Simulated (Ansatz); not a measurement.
**CH8BGaSn: a ladder of functionals and wavefunction methods**

The task here is to estimate one member of a computed series from the others.

The runs use Ansatz 0.2.0, Gaussian basis; functionals in def2-TZVPP, the program's frozen cores in correlated methods.

The runs, in order: LDA (SPW92), PBE-D4, revPBE-D4, BLYP-D4, r2SCAN-D4, B97M-V, PBE0-D4, B3LYP-D4, r2SCANh-D4, r2SCAN0-D4, HSE06-D4, BHLYP-D4, CAM-B3LYP-D4, LC-ωPBE, ωB97X-V, ωB97M-V, B2PLYP, PBE-QIDH; CCSD(T)/def2-SVP; CCSD(T)/def2-TZVPP; MP2/def2-QZVPP; extrapolation to the limit; RPA on PBE.

## The geometry

The geometry comes from an earlier relaxation with PBE0-D4 in a triple-zeta def2 set; it is a stationary point, not always the lowest conformer. Sn takes the def2 core potential; no spin-orbit term is included.

SMILES `C[BH][SnH2][GaH2]`, 12 atoms, charge 0, spin multiplicity 1.

Atoms are counted from 1 here; the program's logs count them from 0.

Bond lengths: C1–B2 1.549 Å, C1–H5 1.094 Å, C1–H6 1.091 Å, C1–H7 1.104 Å, B2–Sn3 2.246 Å, B2–H8 1.199 Å, Sn3–Ga4 2.622 Å, Sn3–H9 1.717 Å, Sn3–H10 1.713 Å, Ga4–H11 1.575 Å, Ga4–H12 1.576 Å. Angles: B2–C1–H5 113.5°, B2–C1–H6 116.7°, B2–C1–H7 103.7°, H5–C1–H6 110.1°, H5–C1–H7 104.9°, H6–C1–H7 106.6°, C1–B2–Sn3 123.0°, C1–B2–H8 119.3°, Sn3–B2–H8 117.7°, B2–Sn3–Ga4 109.6°, B2–Sn3–H9 110.9°, B2–Sn3–H10 112.5°, Ga4–Sn3–H9 107.9°, Ga4–Sn3–H10 109.0°, H9–Sn3–H10 106.8°, Sn3–Ga4–H11 121.3°, Sn3–Ga4–H12 120.4°, H11–Ga4–H12 118.3°.

Geometry (Å):

```
C    -0.98342    1.99798   -0.12975
B    -0.38055    0.93935    0.82704
Sn    1.23220   -0.49463    0.20572
Ga    0.15088   -2.74881   -0.58449
H    -2.05187    2.17287    0.02917
H    -0.77779    1.87147   -1.19324
H    -0.49233    2.93811    0.17751
H    -0.78018    0.87287    1.95547
H     2.14544    0.14099   -1.10191
H     2.34100   -0.82249    1.46991
H    -0.00183   -3.97057    0.39714
H    -0.40154   -2.89715   -2.05259
```

The first run:

File in.yaml:

```yaml
crystal:
  periodic: [false, false, false]
  atoms:
    - {symbol: C, position_ang: [-0.983421, 1.997977, -0.129746]}
    - {symbol: B, position_ang: [-0.380552, 0.939346, 0.827036]}
    - {symbol: Sn, position_ang: [1.232203, -0.494627, 0.205719]}
    - {symbol: Ga, position_ang: [0.150877, -2.748807, -0.584494]}
    - {symbol: H, position_ang: [-2.051873, 2.172875, 0.029172]}
    - {symbol: H, position_ang: [-0.777791, 1.871470, -1.193235]}
    - {symbol: H, position_ang: [-0.492328, 2.938105, 0.177508]}
    - {symbol: H, position_ang: [-0.780179, 0.872875, 1.955472]}
    - {symbol: H, position_ang: [2.145443, 0.140988, -1.101906]}
    - {symbol: H, position_ang: [2.341003, -0.822493, 1.469912]}
    - {symbol: H, position_ang: [-0.001825, -3.970571, 0.397142]}
    - {symbol: H, position_ang: [-0.401537, -2.897149, -2.052588]}
basis:
  gaussian: {orbitals: def2-TZVPP}
hamiltonian: {xc: lda}
output: {orbitals: {seedname: orbitals}}
```

Run with:

```console
> ansatz run in.yaml --threads 2 --pin off --events-out ev --progress --plain --max-ram 32768MiB --backend cuda --devices 0, --max-vram 18GiB
```

Among the steps run: LDA; PBE-D4 (GGA); revPBE-D4 (GGA); BLYP-D4 (GGA); r2SCAN-D4 (meta-GGA); B97M-V (meta-GGA); PBE0-D4 (hybrid); B3LYP-D4 (hybrid); r2SCANh-D4 (hybrid); r2SCAN0-D4 (hybrid); HSE06-D4 (hybrid); BHLYP-D4 (hybrid); CAM-B3LYP-D4 (range-separated); LC-ωPBE (range-separated); ωB97X-V (range-separated); ωB97M-V (range-separated); B2PLYP (double hybrid); PBE-QIDH (double hybrid).

One of the session's tables, all rows but one given; the rest of the session is left out.

It belongs to the step «Orbital energies across the functionals». 

| functional | HOMO (eV) | LUMO (eV) | gap (eV) |
| --- | --- | --- | --- |
| LDA (SPW92) | -6.06 | -3.32 | 2.74 |
| PBE-D4 | ? | ? | ? |
| revPBE-D4 | -5.87 | -2.99 | 2.88 |
| BLYP-D4 | -5.78 | -2.98 | 2.80 |
| r2SCAN-D4 | -6.14 | -2.88 | 3.27 |
| B97M-V | -6.19 | -3.03 | 3.16 |
| PBE0-D4 | -6.88 | -2.30 | 4.58 |
| B3LYP-D4 | -6.70 | -2.52 | 4.18 |
| r2SCANh-D4 | -6.49 | -2.60 | 3.90 |
| r2SCAN0-D4 | -7.02 | -2.19 | 4.84 |
| HSE06-D4 | -6.50 | -2.67 | 3.83 |
| BHLYP-D4 | -7.72 | -1.50 | 6.23 |
| CAM-B3LYP-D4 | -8.05 | -1.35 | 6.70 |
| LC-ωPBE | -9.28 | -0.23 | 9.05 |
| ωB97X-V | -8.97 | -0.37 | 8.60 |
| ωB97M-V | -8.82 | -0.58 | 8.24 |

Estimate the missing values for PBE-D4.

**Answer.** HOMO (eV): -5.93; LUMO (eV): -3.10; gap (eV): 2.83. In the column «HOMO (eV)» it lies between LDA (SPW92) (-6.06) and revPBE-D4 (-5.87).
